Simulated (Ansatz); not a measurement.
Below is the output of a Python script on Ansatz's Python interface that makes a geometry optimisation of BrClHSi, SMILES Cl[SiH]Br. Write a script that gives it. Settings: B3LYP, def2-SVP basis, multiplicity 2.

Input file `brclhsi.xyz`:
```text
4

Cl   -1.71060   -0.25010   -0.65840
Si   -0.11240    0.20670    0.47200
Br    1.29610   -1.46280    0.26450
H     0.58240    1.44600   -0.09840
```

Running `python brclhsi_opt.py` prints:
```text
converged              True
free_energy_ev         -90450.7038514974
reference_energy_ev    -90450.7038514974
n_frozen               0
n_occupied             [34, 33]
n_virtual              [39, 40]
bond        before    after (A)
Cl0-Si1      2.0102   2.0804
Si1-Br2      2.1941   2.2429
Si1-H3       1.5310   1.4981
```

One script that gives this output:

Script `brclhsi_opt.py`:
```python
import warnings

import ansatz as az
import numpy as np

warnings.simplefilter('ignore', az.DeckWarning)

geometry = az.Crystal.molecule_from_extxyz('brclhsi.xyz')

model = (
    geometry.calculation()
    .basis(gaussian='def2-SVP')
    .functional('B3LYP')
    .spin('collinear', total=1)
    .scf(lower_state_search='light')
)
symbols = [site.symbol for site in geometry.cartesian_sites]
start = np.array([site.position_ang for site in geometry.cartesian_sites], dtype=float)
r = model.relax(force_tolerance=0.02, max_steps=100).run(threads=1).report
end = np.array(r['positions_ang'])

for key in ('converged', 'free_energy_ev', 'reference_energy_ev', 'n_frozen', 'n_occupied', 'n_virtual'):
    print(f'{key:22s} {r[key]}')

print('bond        before    after (A)')
for i, j in [(0, 1), (1, 2), (1, 3)]:
    d0, d1 = (np.linalg.norm(xyz[i] - xyz[j]) for xyz in (start, end))
    print(f'{symbols[i]}{i}-{symbols[j]}{j}'.ljust(10), f'{d0:8.4f} {d1:8.4f}')
```

These settings explore the input space; basis and method may be short of convergence. The end point is the stationary point reached from this start; no frequency run checks that it is a minimum, and the basis set is modest. The species is open-shell (spin multiplicity 2). b3lyp holds the VWN-RPA fit, as in Gaussian; the form of ORCA and Turbomole is b3lyp5. Hardware and time: 16 s on 1 thread of Intel(R) Xeon(R) 6975P-C (Granite Rapids), with other jobs on the host, peak memory 0.28 GiB.

(Lines on the test bed's own set-up are left out of the output.)
